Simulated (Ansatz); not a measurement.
Relaxation of a periodic cell of 17 atoms, Si16As (host Si, host structure diamond, interstitial As), to a largest force component of 0.03 eV/Å in at most 60 steps.

All numbers below come from DFT PBEsol, scalar-relativistic, plane waves, PAW in Ansatz 0.2.0. Settings: PAW set soft_1, cutoff 420 eV, k mesh 2x2x2, fermi-dirac smearing 0.05 eV, spin collinear.

```xyz
17
Lattice="0.0000 5.4300 5.4300 5.4300 0.0000 5.4300 5.4300 5.4300 0.0000" Properties=species:S:1:pos:R:3
Si 0.000 0.000 0.000
Si 1.357 1.357 1.357
Si 2.715 2.715 0.000
Si 4.072 4.072 1.357
Si 2.715 0.000 2.715
Si 4.072 1.357 4.072
Si 5.430 2.715 2.715
Si 6.787 4.072 4.072
Si 0.000 2.715 2.715
Si 1.357 4.072 4.072
Si 2.715 5.430 2.715
Si 4.072 6.787 4.072
Si 2.715 2.715 5.430
Si 4.072 4.072 6.787
Si 5.430 5.430 5.430
Si 6.787 6.787 6.787
As 9.502 9.416 9.555
```

Q: Where does it end, and by what steps?

A: It converged. Limits of this set-up: coarse k mesh, PAW files made for another functional, a small cell, in which the defect meets its images, a typed lattice constant that wasn't relaxed here. After 3 steps the energy has fallen by 0.400 eV; As17 moved furthest, 0.09 Å.

```tsv
step	energy less start (eV)	largest force component (eV/Å)	accepted
0	0.0000	1.340	yes
1	-0.3533	0.459	yes
2	-0.3962	0.090	yes
3	-0.3995	0.013	yes
```

```xyz
17
Lattice="0.0000 5.4300 5.4300 5.4300 0.0000 5.4300 5.4300 5.4300 0.0000" Properties=species:S:1:pos:R:3
Si 0.044 0.038 0.046
Si 1.358 1.349 1.363
Si 2.670 2.666 0.048
Si 4.071 4.069 1.405
Si 2.674 0.036 2.677
Si 4.073 1.396 4.076
Si 5.441 2.699 2.706
Si 6.742 4.067 4.077
Si 0.045 2.666 2.674
Si 1.403 4.069 4.074
Si 2.701 5.440 2.704
Si 4.072 6.738 4.075
Si 2.704 2.699 5.444
Si 4.074 4.067 6.746
Si 5.442 5.438 5.445
Si 6.786 6.786 6.789
As 9.503 9.493 9.508
```

Whether the end is a true minimum wasn't checked by a vibrational analysis.

Time of the run: 68 s on 2 threads of Intel(R) Xeon(R) Processor @ 2.50GHz (Skylake/Cascade Lake) (shared host), peak memory 0.76 GiB.
